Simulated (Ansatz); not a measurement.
# CH4BGaO2 (SMILES [OH][Ga]1[BH]O[CH2]1) at HF/3-21G

Aim: the vertical ionisation energy of CH4BGaO2 at HF/3-21G, from 2 runs. 

The results are computed with Ansatz 0.2.0.

95 further runs of the same task are left out: 95 set aside as unsound or not needed. Runs told in other sessions of the task aren't counted.

## (1) The structure to begin with

CH4BGaO2: 9 atoms, total charge 0, spin state singlet. As SMILES, `[OH][Ga]1[BH]O[CH2]1`. Geometry: relaxed at PBE0-D4/def2-TZVP. This is one conformer, not always the lowest.

Bond lengths: O1–Ga2 1.783 Å, Ga2–B3 2.109 Å, B3–O4 1.344 Å, Ga2–C5 2.048 Å, O4–C5 1.464 Å, O1–H6 0.960 Å, B3–H7 1.194 Å, C5–H8 1.092 Å, C5–H9 1.092 Å. Some angles: O1–Ga2–B3 155.6°, O1–Ga2–C5 135.3°, B3–Ga2–C5 69.1°, Ga2–B3–O4 88.8°, B3–O4–C5 114.1°, Ga2–C5–O4 88.1°, Ga2–O1–H6 114.5°, Ga2–B3–H7 149.7°, O4–B3–H7 121.5°, Ga2–C5–H8 120.2°.

## (2) A single-point energy at HF/3-21G

molecule.yaml reads:

```yaml
crystal:
  periodic: [false, false, false]
  atoms:
    - {symbol: O, position_ang: [-0.140900, 2.668400, -0.180000]}
    - {symbol: Ga, position_ang: [0.206000, 0.920500, -0.222600]}
    - {symbol: B, position_ang: [1.299500, -0.808200, -0.735000]}
    - {symbol: O, position_ang: [0.383300, -1.546100, -0.084800]}
    - {symbol: C, position_ang: [-0.698300, -0.762500, 0.515200]}
    - {symbol: H, position_ang: [-0.939100, 2.905000, 0.298100]}
    - {symbol: H, position_ang: [2.237800, -1.312200, -1.273600]}
    - {symbol: H, position_ang: [-0.704200, -0.956900, 1.589800]}
    - {symbol: H, position_ang: [-1.644100, -1.108100, 0.092800]}
basis:
  gaussian:
    orbitals: 3-21G-spherical.json
hamiltonian:
  xc: hf
accuracy: high
output: {orbitals: {seedname: orbitals}}
```

The basis set 3-21G is read from a file made from the Basis Set Exchange's data (not shown).

Command:

```console
$ ansatz run molecule.yaml --threads 1 --pin off --max-ram 2610MiB --events-out events.jsonl --progress --plain --runs-dir runs
```

What it wrote:

```text
Warning: RAYON_NUM_THREADS=1 ignored (pool sized by the plan → 1); use --threads N
Functional definition: HF
  name "HF"
  exchange = exact_x
  correlation = 0
1400 factors; integrals over basis functions are off by at most 1.7e-8 eV
mean field evaluation 1: about -57882.4008 eV, gradient 4.1e1 eV
mean field evaluation 2: about -57882.7472 eV, gradient 4.1e1 eV
mean field evaluation 4: about -57886.3477 eV, gradient 2.9e0 eV
mean field evaluation 8: about -57886.4116 eV, gradient 2.9e-1 eV
mean field evaluation 16: about -57886.4122 eV, gradient 6.5e-8 eV
mean field -57886.41215035 eV, -2127.2864097060 hartree, gradient 6.5e-8 eV, S^2 0.000000; 0 other end points of the search recorded, 0 dependent functions left out
reference -57886.41215035 eV, -2127.2864097060 hartree; 31, 31 occupied and 35, 35 virtual orbitals, 1400 factors
Total energy: -57886.41215035 eV, -2127.2864097060 hartree
```

Wall time 1.4 s (1 thread of Arm Neoverse V1, shared host); peak memory 0.16 GiB.

## (3) The doublet cation, same level

molecule.yaml: that of step 2 with these lines changed.

```diff
@@ -15,2 +15,6 @@
     orbitals: 3-21G-spherical.json
+total_charge: 1
+magnetization:
+  spin_polarized: true
+  initial_magnetization: 1
 hamiltonian:
```

The basis set 3-21G is read from a file made from the Basis Set Exchange's data (not shown).

Command:

```console
$ ansatz run molecule.yaml --threads 1 --pin off --max-ram 2610MiB --events-out events.jsonl --progress --plain --runs-dir runs
```

What it wrote, shortened:

```text
Warning: RAYON_NUM_THREADS=1 ignored (pool sized by the plan → 1); use --threads N
[... 2 set-up lines as earlier in the session ...]
[...]
1398 factors; integrals over basis functions are off by at most 1.7e-8 eV
[...]
mean field -57877.92723871 eV, -2126.9745949545 hartree, gradient 4.8e-8 eV, S^2 0.792342; 3 other end points of the search recorded, 0 dependent functions left out
reference -57877.92723871 eV, -2126.9745949545 hartree; 31, 30 occupied and 35, 36 virtual orbitals, 1398 factors
Total energy: -57877.92723871 eV, -2126.9745949545 hartree
```

Run time: 8.4 s. Hardware: 1 thread of Arm Neoverse V1, shared host; peak memory 0.29 GiB.

## (4) Summary of results

At HF/3-21G:

| quantity | value |
| --- | --- |
| singlet CH4BGaO2: total energy | -2127.28641 Eh |
| singlet CH4BGaO2: HOMO energy | -9.44 eV |
| singlet CH4BGaO2: LUMO energy | 1.36 eV |
| singlet CH4BGaO2: HOMO–LUMO gap | 10.80 eV |
| doublet cation: total energy | -2126.97459 Eh |
| doublet cation: HOMO energy (highest over α and β) | -16.39 eV |
| doublet cation: LUMO energy (lowest over α and β) | -7.59 eV |
| doublet cation: ⟨S²⟩ | 0.792 |
| vertical ionisation energy (to the doublet cation) | 8.485 eV |

What this shows: The vertical ionisation energy comes to 8.48 eV (819 kJ/mol). The negative HOMO energy of the first species, 9.44 eV, lies 0.95 eV above that difference.
